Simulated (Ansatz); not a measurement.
NiMoIrPdW:

```
CELL_PARAMETERS angstrom
4.14670 0.00000 0.00000
-2.07335 3.59115 0.00000
0.00000 0.00000 5.41629
ATOMIC_POSITIONS crystal
Ni 0.00000 0.00000 0.02221
Mo 0.66667 0.33333 0.45996
Pd 0.33333 0.66667 0.74601
Ir 0.33333 0.66667 0.25641
W 0.66667 0.33333 0.99985
```

The cell was built by a generator and needn't be a form met in nature.

| Quantity | Value |
| --- | --- |
| Program | Ansatz 0.2.0 |
| Task | relaxation of cell and atoms |
| Functional | PBE |
| Dispersion | D4 |
| Potentials or basis | all-electron PAW datasets made for the crystal |
| k mesh | 4 × 4 × 3 |
| Occupations | fermi-dirac, width 0.05 eV |
| Spin | collinear spin, ferromagnetic start |
| Starting moments | [1.0, 1.0, 0.0, 0.6, 0.0] μB |

At the start: volume 16.13 Å³/atom.

Task: How do energy, volume and symmetry change on relaxing?

Result: Over 9 steps the energy falls by 12.0 meV/atom and the volume is 15.58 Å³/atom (-3.4 %); space group P3m1 (No. 156, to 0.05 Å); moment 0.00 μB per cell.

The path:
| step | energy change (eV) | largest force (eV/Å) | volume (Å³) |
| --- | --- | --- | --- |
| 1 | 0.0000 | 0.2980 | 80.66 |
| 2 | -0.0523 | 0.1530 | 78.56 |
| 3 | -0.0545 | 0.0533 | 78.25 |
| 4 | -0.0549 | 0.0528 | 78.26 |
| 5 | -0.0571 | 0.0979 | 78.14 |
| 6 | -0.0590 | 0.1224 | 78.00 |
| 7 | -0.0597 | 0.0814 | 77.97 |
| 8 | -0.0600 | 0.0081 | 77.92 |
| 9 | -0.0599 | 0.0081 | 77.92 |

Final structure:
```cif
data_structure
_symmetry_space_group_name_H-M 'P 1'
_symmetry_Int_Tables_number 1
_cell_length_a 4.1178
_cell_length_b 4.1178
_cell_length_c 5.3063
_cell_angle_alpha 90.000
_cell_angle_beta 90.000
_cell_angle_gamma 120.000
_cell_volume 77.92
loop_
_atom_site_label
_atom_site_type_symbol
_atom_site_fract_x
_atom_site_fract_y
_atom_site_fract_z
_atom_site_occupancy
Ni1 Ni 0.00000 0.00000 0.99526 1
Mo1 Mo 0.66667 0.33333 0.48297 1
Pd1 Pd 0.33333 0.66667 0.74724 1
Ir1 Ir 0.33333 0.66667 0.25620 1
W1 W 0.66667 0.33333 0.00276 1
```

Caveat: the k mesh is coarse (spacing up to 0.44 Å⁻¹), so the values aren't converged; the k mesh is thin for a metal, which can move the energy by tens of meV per atom; the program listed the state as in doubt; pairwise dispersion overbinds metals, which lowers pressure and volume; the starting moments weren't kept.
